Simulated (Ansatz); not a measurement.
**C2H12Al2N2: one species, many methods**

The task here is to estimate one member of a computed series from the others.

Program: Ansatz 0.2.0, Gaussian basis. Level of theory: functionals in def2-TZVPP, the program's frozen cores in correlated methods. These are calculated values, not measurements.

Plan: LDA (SPW92), PBE-D4, revPBE-D4, BLYP-D4, r2SCAN-D4, B97M-V, PBE0-D4, B3LYP-D4, r2SCANh-D4, r2SCAN0-D4, HSE06-D4, BHLYP-D4, CAM-B3LYP-D4, LC-ωPBE, ωB97X-V, ωB97M-V, B2PLYP, PBE-QIDH; CCSD(T)/def2-SVP; MP2/def2-TZVPP; RPA on PBE.

1 further run of the same task is left out (it didn't finish). Runs told in other sessions of the task aren't counted.

### The geometry

An earlier PBE0-D4 in a triple-zeta def2 set relaxation fixed the geometry.

SMILES `[CH3][Al@H-]1[NH2+][Al@@H-]([CH3])[NH2+]1`, 18 atoms, charge 0, spin multiplicity 1.

Atoms are counted from 1 here; the program's logs count them from 0.

Bond lengths: C1–Al2 1.960 Å, C1–H7 1.095 Å, C1–H8 1.096 Å, C1–H9 1.095 Å, Al2–N3 1.959 Å, Al2–N6 1.959 Å, Al2–H10 1.596 Å, N3–Al4 1.959 Å, N3–H11 1.014 Å, N3–H12 1.014 Å, Al4–C5 1.960 Å, Al4–N6 1.959 Å, Al4–H13 1.596 Å, C5–H14 1.095 Å, C5–H15 1.096 Å, C5–H16 1.095 Å, N6–H17 1.014 Å, N6–H18 1.014 Å. Angles: Al2–C1–H7 111.9°, Al2–C1–H8 112.2°, Al2–C1–H9 111.9°, H7–C1–H8 107.0°, H7–C1–H9 106.6°, H8–C1–H9 107.0°, C1–Al2–N3 110.3°, C1–Al2–N6 110.3°, C1–Al2–H10 123.5°, N3–Al2–N6 87.8°, N3–Al2–H10 109.6°, N6–Al2–H10 109.6°, Al2–N3–Al4 92.1°, Al2–N3–H11 114.7°, Al2–N3–H12 114.3°, Al4–N3–H11 114.7°, Al4–N3–H12 114.3°, H11–N3–H12 106.8° and more.

Coordinates:

```
C     0.47326    2.45347   -0.19253
Al    1.18396    0.83051    0.64654
N     1.27601   -0.62627   -0.65971
Al   -0.23620   -1.55754    0.16710
C    -1.82694   -1.41506   -0.96972
N    -0.25264   -0.15877    1.53827
H     1.19734    2.91048   -0.87507
H    -0.43452    2.25633   -0.77419
H     0.21826    3.21768    0.54907
H     2.49255    0.81245    1.56044
H     1.12366   -0.34282   -1.62091
H     2.14556   -1.14683   -0.64288
H     0.26714   -2.92947    0.80927
H    -1.74872   -2.04590   -1.86133
H    -1.99811   -0.38968   -1.31702
H    -2.73407   -1.72993   -0.44339
H    -1.12804    0.34612    1.61706
H    -0.01851   -0.48477    2.46902
```

The first run:

Input file in.yaml:

```yaml
crystal:
  periodic: [false, false, false]
  atoms:
    - {symbol: C, position_ang: [0.473265, 2.453469, -0.192532]}
    - {symbol: Al, position_ang: [1.183956, 0.830512, 0.646543]}
    - {symbol: N, position_ang: [1.276007, -0.626267, -0.659709]}
    - {symbol: Al, position_ang: [-0.236205, -1.557536, 0.167098]}
    - {symbol: C, position_ang: [-1.826940, -1.415057, -0.969721]}
    - {symbol: N, position_ang: [-0.252638, -0.158773, 1.538272]}
    - {symbol: H, position_ang: [1.197344, 2.910476, -0.875072]}
    - {symbol: H, position_ang: [-0.434518, 2.256335, -0.774195]}
    - {symbol: H, position_ang: [0.218259, 3.217679, 0.549066]}
    - {symbol: H, position_ang: [2.492555, 0.812453, 1.560435]}
    - {symbol: H, position_ang: [1.123658, -0.342820, -1.620909]}
    - {symbol: H, position_ang: [2.145561, -1.146832, -0.642877]}
    - {symbol: H, position_ang: [0.267139, -2.929472, 0.809272]}
    - {symbol: H, position_ang: [-1.748717, -2.045897, -1.861334]}
    - {symbol: H, position_ang: [-1.998105, -0.389683, -1.317018]}
    - {symbol: H, position_ang: [-2.734066, -1.729930, -0.443389]}
    - {symbol: H, position_ang: [-1.128038, 0.346118, 1.617056]}
    - {symbol: H, position_ang: [-0.018506, -0.484774, 2.469023]}
basis:
  gaussian: {orbitals: def2-TZVPP}
hamiltonian: {xc: lda}
output: {orbitals: {seedname: orbitals}}
```

The run is started by

```sh
> ansatz run in.yaml --threads 4 --pin off --events-out ev --progress --plain --max-ram 11315MiB
```

Steps of the session up to this table: LDA; PBE-D4 (GGA); revPBE-D4 (GGA); BLYP-D4 (GGA); r2SCAN-D4 (meta-GGA); B97M-V (meta-GGA); PBE0-D4 (hybrid); B3LYP-D4 (hybrid); r2SCANh-D4 (hybrid); r2SCAN0-D4 (hybrid); HSE06-D4 (hybrid); BHLYP-D4 (hybrid); CAM-B3LYP-D4 (range-separated); LC-ωPBE (range-separated); ωB97X-V (range-separated); ωB97M-V (range-separated); B2PLYP (double hybrid); PBE-QIDH (double hybrid).

One table of the session follows, with a row left open; its other results are not shown here.

It belongs to the step «Frontier levels by functional». 

```
  functional  HOMO (eV)  gap (eV)
 LDA (SPW92)      -6.38      5.65
      PBE-D4      -6.30      5.77
   revPBE-D4      -6.26      5.84
     BLYP-D4      -6.19      5.74
   r2SCAN-D4      -6.58      6.57
      B97M-V      -6.68      6.33
     PBE0-D4      -7.58      7.81
    B3LYP-D4      -7.37      7.36
  r2SCANh-D4      -7.05      7.27
  r2SCAN0-D4      -7.76      8.32
    HSE06-D4      -7.17      7.05
    BHLYP-D4      -8.79      9.69
CAM-B3LYP-D4      -8.98     10.02
     LC-ωPBE     -10.37     12.56
     ωB97X-V          ?         ?
     ωB97M-V      -9.84     11.43
```

**Question.** Estimate the row for ωB97X-V.

The run gave: HOMO (eV): -10.02; gap (eV): 12.02. In the column «HOMO (eV)» it lies between LC-ωPBE (-10.37) and ωB97M-V (-9.84).
